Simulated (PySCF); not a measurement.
**C8H8BN3O2: NMR shifts at several levels of theory, part 1 of 2**

How much do the NMR shifts of C8H8BN3O2 (`NC(=O)N1N=Cc2ccccc2B1O`) depend on the level of theory, and what does each level cost?

Computed with PySCF 2.14.0, with density-fitted response routines of our own, on a single molecule in the gas phase. Atoms are numbered from 0 throughout.

## 1. The molecule as given

22 atoms, charge 0, multiplicity 1; geometry from: GFN2-xTB.

Bonds of the start (Å): N0–C1 1.34, C1–O2 1.22, C1–N3 1.40, N3–N4 1.36, N4–C5 1.28, C5–C6 1.44, C6–C7 1.40, C7–C8 1.38, C8–C9 1.39, C9–C10 1.38, C10–C11 1.40, C11–B12 1.56, B12–O13 1.33, B12–N3 1.46, C11–C6 1.41, N0–H14 1.00, N0–H15 1.01, C5–H16 1.08, C7–H17 1.08, C8–H18 1.08, C9–H19 1.08, C10–H20 1.08, O13–H21 0.97.

## 2. Optimising the geometry at PBE0-D3(BJ)/def2-SVP

The job: settings as JSON, then the geometry in Å.

```
{"job": {"xc": "PBE0", "basis": "def2-SVP", "d3": "d3bj", "grid": 1, "kind": "geom"}, "charge": 0, "multiplicity": 1}
N      3.521870     0.925320    -0.198490
C      2.718320    -0.143280    -0.331930
O      3.113840    -1.257960    -0.626730
N      1.359580     0.119500    -0.109980
N      1.084660     1.406090     0.235260
C     -0.122930     1.768750     0.456830
C     -1.294010     0.936570     0.374290
C     -2.571440     1.447150     0.624300
C     -3.670730     0.623530     0.528220
C     -3.511890    -0.716060     0.185150
C     -2.253740    -1.227430    -0.059230
C     -1.121450    -0.416900     0.028260
B      0.329860    -0.912410    -0.242390
O      0.627220    -2.167050    -0.573710
H      4.511970     0.817550    -0.318990
H      3.105240     1.804310     0.063010
H     -0.235110     2.811090     0.726680
H     -2.685170     2.488850     0.889320
H     -4.659100     1.016620     0.717710
H     -4.380530    -1.353800     0.110080
H     -2.123080    -2.265190    -0.325230
H      1.579250    -2.302390    -0.709410
```

Standard output:

```text
step   0  E = -648.17515091  max force = 0.013498
step   1  E = -648.17276616  max force = 0.024048
step   2  E = -648.17718595  max force = 0.004530
step   3  E = -648.17689498  max force = 0.006605
step   4  E = -648.17748698  max force = 0.003390
step   5  E = -648.17736618  max force = 0.006225
step   6  E = -648.17751015  max force = 0.003014
step   7  E = -648.17754925  max force = 0.000877
step   8  E = -648.17755507  max force = 0.000484
step   9  E = -648.17755789  max force = 0.000642
step  10  E = -648.17755941  max force = 0.000259
optimisation converged
```

Run time: 3.5 min. Hardware: 8 threads of Arm Neoverse V1, shared host.

Relaxation path: (the energy doesn't fall at every step)

```
step  energy from step 0 (eV)  largest force component (eV/Å)
   0                   0.0000                          0.6941
   1                   0.0649                          1.2366
   2                  -0.0554                          0.2329
   3                  -0.0475                          0.3396
   4                  -0.0636                          0.1743
   5                  -0.0603                          0.3201
   6                  -0.0642                          0.1550
   7                  -0.0653                          0.0451
   8                  -0.0654                          0.0249
   9                  -0.0655                          0.0330
  10                  -0.0655                          0.0133
```

Distances of close pairs at the start and the end, largest changes first:

```
   bond  before (Å)  after (Å)  change (Å)
C10–H20       1.079      1.093      +0.014
O13–H21       0.971      0.985      +0.013
 C5–H16       1.083      1.096      +0.013
 C9–H19       1.080      1.093      +0.013
 C7–H17       1.081      1.093      +0.013
 C8–H18       1.080      1.093      +0.012
C11–B12       1.557      1.546      -0.011
B12–O13       1.331      1.342      +0.011
```

The end geometry stands in the next job.

```
                         at the end point                value
  point group (found at 0.08 Å tolerance)                   Cs
rotational constants (GHz, main isotopes)  1.680, 0.479, 0.372
                        dipole moment (D)                 3.63
```

## 3. Nuclear shieldings: PBE0/pcSseg-1

The job: settings as JSON, then the geometry in Å.

```
{"job": {"kind": "nmr", "xc": "PBE0", "basis": "pcSseg-1", "pop": false}, "charge": 0, "multiplicity": 1}
N      3.538292     0.944873    -0.191291
C      2.714581    -0.099668    -0.355450
O      3.080748    -1.222893    -0.679008
N      1.347833     0.171214    -0.129601
N      1.071755     1.453088     0.217769
C     -0.146833     1.796143     0.445462
C     -1.305275     0.929152     0.369938
C     -2.595173     1.418029     0.639461
C     -3.684861     0.563872     0.560388
C     -3.502296    -0.782321     0.214250
C     -2.228765    -1.269296    -0.053113
C     -1.113127    -0.423280     0.019993
B      0.334199    -0.886093    -0.264880
O      0.662821    -2.140939    -0.608208
H      4.526551     0.798375    -0.328573
H      3.141691     1.834501     0.086745
H     -0.288752     2.847286     0.719753
H     -2.733088     2.468580     0.909424
H     -4.689229     0.940750     0.768451
H     -4.367347    -1.447388     0.155110
H     -2.080381    -2.317640    -0.323747
H      1.639288    -2.173483    -0.729853
```

Method: GIAO PBE0/pcSseg-1 NMR shielding, non-relativistic, gas phase.

Standard output:

```text
coarse grid: 20096 points
cycle   1  E = -648.2346062045  dE =  2.920e+00  |g| = 1.062e+00  |ddm| = 4.809e+00
cycle   2  E = -647.6250115327  dE =  6.096e-01  |g| = 2.067e+00  |ddm| = 2.442e+00
cycle   3  E = -648.4389647463  dE = -8.140e-01  |g| = 2.692e-01  |ddm| = 1.827e+00
cycle   4  E = -648.4522350670  dE = -1.327e-02  |g| = 1.201e-01  |ddm| = 3.358e-01
cycle   5  E = -648.4547730801  dE = -2.538e-03  |g| = 3.804e-02  |ddm| = 1.066e-01
cycle   6  E = -648.4550729770  dE = -2.999e-04  |g| = 1.229e-02  |ddm| = 4.436e-02
cycle   7  E = -648.4551048676  dE = -3.189e-05  |g| = 4.214e-03  |ddm| = 1.534e-02
cycle   8  E = -648.4551087704  dE = -3.903e-06  |g| = 1.157e-03  |ddm| = 4.285e-03
final grid: 199240 points
cycle   9  E = -648.5486721004  dE = -5.281e-05  |g| = 1.427e-02  |ddm| = 5.872e-02
cycle  10  E = -648.5485851621  dE =  8.694e-05  |g| = 2.572e-02  |ddm| = 3.110e-02
cycle  11  E = -648.5487118856  dE = -1.267e-04  |g| = 2.908e-03  |ddm| = 2.019e-02
cycle  12  E = -648.5487137567  dE = -1.871e-06  |g| = 6.580e-04  |ddm| = 3.255e-03
cycle  13  E = -648.5487138383  dE = -8.160e-08  |g| = 2.611e-04  |ddm| = 8.426e-04
cycle  14  E = -648.5487138515  dE = -1.314e-08  |g| = 9.429e-05  |ddm| = 2.981e-04
cycle  15  E = -648.5487138531  dE = -1.680e-09  |g| = 3.341e-05  |ddm| = 9.757e-05
cycle  16  E = -648.5487138534  dE = -2.265e-10  |g| = 8.042e-06  |ddm| = 3.548e-05
converged SCF energy = -648.5487138534

GIAO shielding tensors (ppm)
atom      isotropic    diamagn.    paramagn.     s11        s22        s33       span
  0 N      169.990     322.985    -152.995     95.722    184.372    229.876    134.153
  1 C       20.130     243.200    -223.070    -62.045     43.446     78.989    141.034
  2 O       42.667     402.432    -359.765   -101.138    -76.727    305.865    407.003
  3 N       54.355     334.521    -280.166    -30.378     22.043    171.400    201.778
  4 N      -76.673     323.448    -400.121   -334.717    -92.841    197.539    532.256
  5 C       40.538     248.742    -208.205    -53.108     52.683    122.038    175.146
  6 C       45.940     260.356    -214.416    -56.380     12.567    181.633    238.013
  7 C       51.999     248.789    -196.790    -49.767     37.498    168.266    218.033
  8 C       47.072     255.127    -208.055    -64.299     30.189    175.325    239.624
  9 C       48.806     254.532    -205.726    -61.437     32.412    175.443    236.880
 10 C       45.086     250.421    -205.335    -69.954     23.919    181.292    251.247
 11 C       48.067     256.257    -208.190    -36.280    -20.135    200.615    236.895
 12 B       73.749     198.492    -124.742     47.626     76.694     96.928     49.301
 13 O      201.683     390.212    -188.529     96.987    185.025    323.037    226.050
 14 H       26.921      26.567       0.355     22.140     23.720     34.904     12.764
 15 H       23.828      34.427     -10.599     14.638     25.814     31.032     16.394
 16 H       23.528      31.307      -7.779     18.916     24.638     27.030      8.113
 17 H       23.632      31.170      -7.538     19.725     23.799     27.372      7.647
 18 H       23.447      27.447      -4.000     19.786     24.099     26.455      6.669
 19 H       23.475      28.433      -4.958     19.669     24.134     26.622      6.953
 20 H       22.694      31.826      -9.133     17.863     22.095     28.123     10.260
 21 H       20.677      32.766     -12.089      6.610     19.960     35.462     28.852
```

Wall time 53 s (8 threads of Arm Neoverse V1, shared host).

The references, computed at this level on geometries of the same kind, shield at (ppm): ¹H TMS 31.27, ¹³C TMS 184.4, ¹⁵N NH3 265.7, ¹⁷O H2O 334.6, ¹¹B BF3·OEt2 100.7. Their shielding less the atom's gives the shift. The references are single molecules in the gas phase, so shifts against H2O, NH3, PH3, H3PO4 or CFCl3 are not on the usual liquid scales and can be off by tens of ppm. Atoms listed in one row are averaged.

```
   atoms                                    environment  σ (ppm)  δ (ppm)  δ scaled to CDCl3
      C1                           urea carbonyl carbon     20.1    164.3              159.0
      C5                                     C=N carbon     40.5    143.9              139.2
     C10                                    aromatic CH     45.1    139.3              134.8
      C6                    substituted aromatic carbon     45.9    138.5              133.9
      C8                                    aromatic CH     47.1    137.3              132.8
     C11                    substituted aromatic carbon     48.1    136.3              131.9
      C9                                    aromatic CH     48.8    135.6              131.2
      C7                                    aromatic CH     52.0    132.4              128.1
     H21              hydrogen on an oxygen bonded to B    20.68    10.59                  –
     H20                     hydrogen on an aromatic CH    22.69     8.57               8.34
     H18                     hydrogen on an aromatic CH    23.45     7.82               7.63
     H19                     hydrogen on an aromatic CH    23.48     7.79               7.60
     H16                       hydrogen on a C=N carbon    23.53     7.74               7.55
     H17                     hydrogen on an aromatic CH    23.63     7.63               7.45
H14, H15             hydrogen on an amide-type nitrogen    25.37     5.89                  –
      N4                                 imine nitrogen    -76.7    342.3                  –
      N3                            amide-type nitrogen     54.4    211.3                  –
      N0                            amide-type nitrogen    170.0     95.7                  –
      O2                     amide-type carbonyl oxygen     42.7    291.9                  –
     O13                          oxygen bonded to B, H    201.7    132.9                  –
     B12  boron bonded to C, N, O, in a 6-membered ring     73.7     27.0                  –
```

The scaled column applies a straight-line fit of computed shieldings to shifts measured in CDCl3 (root-mean-square error 0.21 ppm for H, 2.0 ppm for C).

Ring of atoms N3, N4, C5, C6, C11, B12: NICS(0) -0.8, NICS(1) -4.0, NICS(1)zz -5.7 ppm (means of both faces).

Ring of atoms C6, C7, C8, C9, C10, C11: NICS(0) -8.3, NICS(1) -11.6, NICS(1)zz -28.9 ppm (means of both faces).

## 4. NMR shieldings: PBE/pcSseg-1

The job, as its differences from that of step 3:

```diff
@@ -1,2 +1,2 @@
-{"job": {"kind": "nmr", "xc": "PBE0", "basis": "pcSseg-1", "pop": false}, "charge": 0, "multiplicity": 1}
+{"job": {"kind": "nmr", "xc": "PBE", "basis": "pcSseg-1", "pop": false}, "charge": 0, "multiplicity": 1}
 N      3.538292     0.944873    -0.191291
```

Level: GIAO PBE/pcSseg-1 NMR shielding, non-relativistic, gas phase.

Standard output:

```text
coarse grid: 20096 points
cycle   1  E = -648.1073012043  dE =  2.459e+00  |g| = 1.233e+00  |ddm| = 4.907e+00
cycle   2  E = -646.2130520097  dE =  1.894e+00  |g| = 3.218e+00  |ddm| = 3.928e+00
cycle   3  E = -648.3227203310  dE = -2.110e+00  |g| = 5.874e-01  |ddm| = 3.447e+00
cycle   4  E = -648.3924383959  dE = -6.972e-02  |g| = 2.622e-01  |ddm| = 8.224e-01
cycle   5  E = -648.4026426409  dE = -1.020e-02  |g| = 1.374e-01  |ddm| = 2.879e-01
cycle   6  E = -648.4066730329  dE = -4.030e-03  |g| = 4.633e-02  |ddm| = 1.566e-01
cycle   7  E = -648.4071106819  dE = -4.376e-04  |g| = 1.871e-02  |ddm| = 5.849e-02
cycle   8  E = -648.4071901406  dE = -7.946e-05  |g| = 6.130e-03  |ddm| = 1.947e-02
cycle   9  E = -648.4071974649  dE = -7.324e-06  |g| = 1.517e-03  |ddm| = 5.190e-03
final grid: 199240 points
cycle  10  E = -648.5346577474  dE = -2.736e-05  |g| = 2.536e-02  |ddm| = 8.292e-02
cycle  11  E = -648.5339069665  dE =  7.508e-04  |g| = 6.629e-02  |ddm| = 7.334e-02
cycle  12  E = -648.5347729908  dE = -8.660e-04  |g| = 8.424e-03  |ddm| = 5.510e-02
cycle  13  E = -648.5347892117  dE = -1.622e-05  |g| = 2.080e-03  |ddm| = 9.943e-03
cycle  14  E = -648.5347901332  dE = -9.215e-07  |g| = 8.237e-04  |ddm| = 2.720e-03
cycle  15  E = -648.5347902731  dE = -1.399e-07  |g| = 3.144e-04  |ddm| = 9.735e-04
cycle  16  E = -648.5347902929  dE = -1.978e-08  |g| = 8.096e-05  |ddm| = 2.968e-04
cycle  17  E = -648.5347902942  dE = -1.326e-09  |g| = 2.592e-05  |ddm| = 9.240e-05
cycle  18  E = -648.5347902943  dE = -1.480e-10  |g| = 9.398e-06  |ddm| = 3.025e-05
converged SCF energy = -648.5347902943

GIAO shielding tensors (ppm)
atom      isotropic    diamagn.    paramagn.     s11        s22        s33       span
  0 N      165.313     321.636    -156.323     94.052    178.319    223.568    129.516
  1 C       20.185     244.608    -224.423    -58.303     45.942     72.917    131.220
  2 O       37.545     402.912    -365.367   -107.988    -73.330    293.954    401.942
  3 N       45.464     334.415    -288.951    -40.836     14.399    162.827    203.663
  4 N      -72.628     324.222    -396.850   -315.200    -89.230    186.546    501.746
  5 C       39.858     248.989    -209.131    -46.571     51.289    114.857    161.428
  6 C       44.309     259.768    -215.459    -52.326      9.431    175.821    228.147
  7 C       49.700     247.769    -198.069    -48.286     35.725    161.660    209.946
  8 C       45.240     253.927    -208.687    -62.394     29.101    169.014    231.408
  9 C       46.959     253.397    -206.438    -59.269     31.157    168.989    228.258
 10 C       43.785     250.179    -206.394    -67.110     22.758    175.707    242.817
 11 C       46.154     256.043    -209.889    -34.422    -22.297    195.182    229.604
 12 B       70.281     199.748    -129.467     43.062     74.312     93.469     50.407
 13 O      187.027     390.071    -203.044     81.260    166.229    313.593    232.334
 14 H       27.121      26.701       0.420     22.950     23.871     34.544     11.594
 15 H       23.739      34.627     -10.888     14.476     25.917     30.822     16.346
 16 H       23.631      31.451      -7.820     19.180     24.575     27.138      7.958
 17 H       23.733      31.414      -7.681     20.156     23.619     27.424      7.268
 18 H       23.520      27.422      -3.902     20.107     23.926     26.526      6.420
 19 H       23.547      28.476      -4.929     19.987     23.982     26.673      6.687
 20 H       22.790      32.127      -9.337     18.247     22.007     28.116      9.869
 21 H       20.606      33.298     -12.692      7.063     20.150     34.605     27.542
```

It took 36 s on 8 threads of Arm Neoverse V1, shared host.

In short: δ C1 159.8, C5 140.2, C10 136.2, C6 135.7, H21 10.59, H20 8.41 ppm.

## 5. Shielding tensors: wB97X-D/pcSseg-1

The job, as its differences from that of step 4:

```diff
@@ -1,2 +1,2 @@
-{"job": {"kind": "nmr", "xc": "PBE", "basis": "pcSseg-1", "pop": false}, "charge": 0, "multiplicity": 1}
+{"job": {"kind": "nmr", "xc": "wB97X-D", "basis": "pcSseg-1", "pop": false}, "charge": 0, "multiplicity": 1}
 N      3.538292     0.944873    -0.191291
```

Level: GIAO wB97X-D/pcSseg-1 NMR shielding, non-relativistic, gas phase.

Standard output:

```text
coarse grid: 20096 points
cycle   1  E = -648.7121396259  dE =  3.459e+00  |g| = 1.106e+00  |ddm| = 4.737e+00
cycle   2  E = -648.5321404093  dE =  1.800e-01  |g| = 1.554e+00  |ddm| = 1.846e+00
cycle   3  E = -648.9528305286  dE = -4.207e-01  |g| = 1.533e-01  |ddm| = 1.125e+00
cycle   4  E = -648.9563929010  dE = -3.562e-03  |g| = 8.836e-02  |ddm| = 1.732e-01
cycle   5  E = -648.9578619162  dE = -1.469e-03  |g| = 1.663e-02  |ddm| = 7.354e-02
cycle   6  E = -648.9579181823  dE = -5.627e-05  |g| = 6.743e-03  |ddm| = 2.272e-02
cycle   7  E = -648.9579295537  dE = -1.137e-05  |g| = 1.692e-03  |ddm| = 7.718e-03
cycle   8  E = -648.9579306389  dE = -1.085e-06  |g| = 7.078e-04  |ddm| = 3.068e-03
final grid: 199240 points
cycle   9  E = -649.0570918504  dE = -2.366e-04  |g| = 9.330e-03  |ddm| = 6.978e-02
cycle  10  E = -649.0570897196  dE =  2.131e-06  |g| = 1.059e-02  |ddm| = 1.456e-02
cycle  11  E = -649.0571110059  dE = -2.129e-05  |g| = 1.560e-03  |ddm| = 7.879e-03
cycle  12  E = -649.0571114296  dE = -4.237e-07  |g| = 7.522e-04  |ddm| = 1.714e-03
cycle  13  E = -649.0571115482  dE = -1.186e-07  |g| = 1.203e-04  |ddm| = 9.026e-04
cycle  14  E = -649.0571115523  dE = -4.088e-09  |g| = 4.753e-05  |ddm| = 1.707e-04
cycle  15  E = -649.0571115529  dE = -6.735e-10  |g| = 2.170e-05  |ddm| = 9.033e-05
converged SCF energy = -649.0571115529

GIAO shielding tensors (ppm)
atom      isotropic    diamagn.    paramagn.     s11        s22        s33       span
  0 N      170.338     323.316    -152.978     96.059    183.364    231.592    135.533
  1 C       18.245     243.382    -225.137    -65.265     41.153     78.848    144.113
  2 O       45.580     403.149    -357.569    -96.314    -75.178    308.232    404.546
  3 N       59.169     334.495    -275.326    -20.791     27.418    170.878    191.669
  4 N      -78.437     324.455    -402.892   -338.029    -95.428    198.147    536.176
  5 C       38.779     249.375    -210.595    -57.328     51.301    122.365    179.693
  6 C       44.347     260.818    -216.472    -61.753     13.501    181.292    243.045
  7 C       51.178     250.070    -198.892    -52.705     37.551    168.686    221.391
  8 C       46.115     255.608    -209.493    -67.407     29.881    175.871    243.278
  9 C       47.771     255.051    -207.280    -64.858     32.155    176.015    240.873
 10 C       43.925     250.950    -207.025    -73.303     23.746    181.333    254.636
 11 C       46.983     256.837    -209.854    -39.479    -20.115    200.543    240.022
 12 B       74.120     198.909    -124.789     48.749     76.745     96.865     48.117
 13 O      207.897     390.980    -183.082    106.934    192.706    324.052    217.118
 14 H       26.992      26.360       0.632     22.069     23.881     35.026     12.958
 15 H       23.957      34.474     -10.517     14.864     25.923     31.085     16.221
 16 H       23.641      31.472      -7.831     19.026     24.751     27.147      8.121
 17 H       23.725      31.145      -7.420     19.831     23.879     27.466      7.635
 18 H       23.555      27.293      -3.738     19.929     24.176     26.560      6.632
 19 H       23.580      28.275      -4.695     19.810     24.200     26.729      6.919
 20 H       22.801      31.845      -9.044     18.001     22.159     28.243     10.241
 21 H       20.776      33.121     -12.345      6.628     19.878     35.823     29.194
```

Run time: 66 s. Hardware: 8 threads of Arm Neoverse V1, shared host.

This run: δ C1 166.3, C5 145.8, C10 140.6, C6 140.2, H21 10.60, H20 8.58 ppm.

(Continued in part 2 of 2.)
